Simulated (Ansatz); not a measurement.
# Ge2Bi2O: the cost of one run

Program: Ansatz 0.2.0. Level of theory: DFT PBE, scalar-relativistic, plane waves, PAW, unless a step names another level. These are calculated values, not measurements.

4 further runs of the same task are left out: 2 that didn't finish, 2 set aside as unsound or not needed.

## (1) The starting structure

It takes space group P-3m1 (No. 164, trigonal). Conventional cell: a = 4.370 Å, b = 4.370 Å, c = 9.260 Å, α = 90.00°, β = 90.00°, γ = 120.00°. Ge (site symmetry 3m) has 1 O at 1.79 Å as nearest neighbours. Bi (site symmetry 3m) is surrounded by 3 Ge at 2.81 Å. Around O (site symmetry -3m) lie 2 Ge at 1.79 Å.

Coordinates:

```xyz
5
Lattice="4.3696 0.0000 0.0000 -2.1848 3.7842 0.0000 0.0000 0.0000 9.2602" Properties=species:S:1:pos:R:3 pbc="T T T"
Ge    0.0000    0.0000    1.7860
Ge    0.0000    0.0000    7.4742
Bi    2.1848    1.2614    6.2423
Bi    0.0000    2.5228    3.0180
O     0.0000    0.0000    0.0000
```

It came out lowest among 22 distinct ends of the trial cells. At a tolerance of 0.05 Å it has space group P-3m1 (No. 164).

## (2) A stricter relaxation, on the response runs' mesh and smearing

input.yaml reads:

```yaml
crystal:
  lattice:
    - [4.3695687969, 0.0, 0.0]
    - [-2.1847843984, 3.7841575817, 0.0]
    - [0.0, 0.0, 9.2602317467]
  atoms:
    - { symbol: Ge, position: [0.0, 0.0, 0.1928699515] }
    - { symbol: Ge, position: [0.0, 0.0, 0.8071300485] }
    - { symbol: Bi, position: [0.6666666667, 0.3333333333, 0.6740942576] }
    - { symbol: Bi, position: [0.3333333333, 0.6666666667, 0.3259057424] }
    - { symbol: O, position: [0.0, 0.0, 0.0] }
basis:
  ecutwfc: 420
kpoints:
  mp_grid: { grid: [12, 12, 4] }
hamiltonian:
  xc: pbe
scf:
  occupations: { method: gaussian, width: 0.1 }
output:
  forces: true
  stress: true
  eigenvalues: true
relax:
  adjacent_minimum: "off"
  f_tol: 0.001
  max_steps: 60
  cell: { stress_tol: 0.01 }
```

The run is started by

```console
$ ansatz run input.yaml --threads 3 --pin off --max-ram 7680MiB --backend cpu --events-out ev --progress --plain --runs-dir out
```

**Question.** How long does this run take on 3 threads of Arm Neoverse V1, shared host, and how much memory does it need?

About 68 s, with a peak of 0.67 GiB.
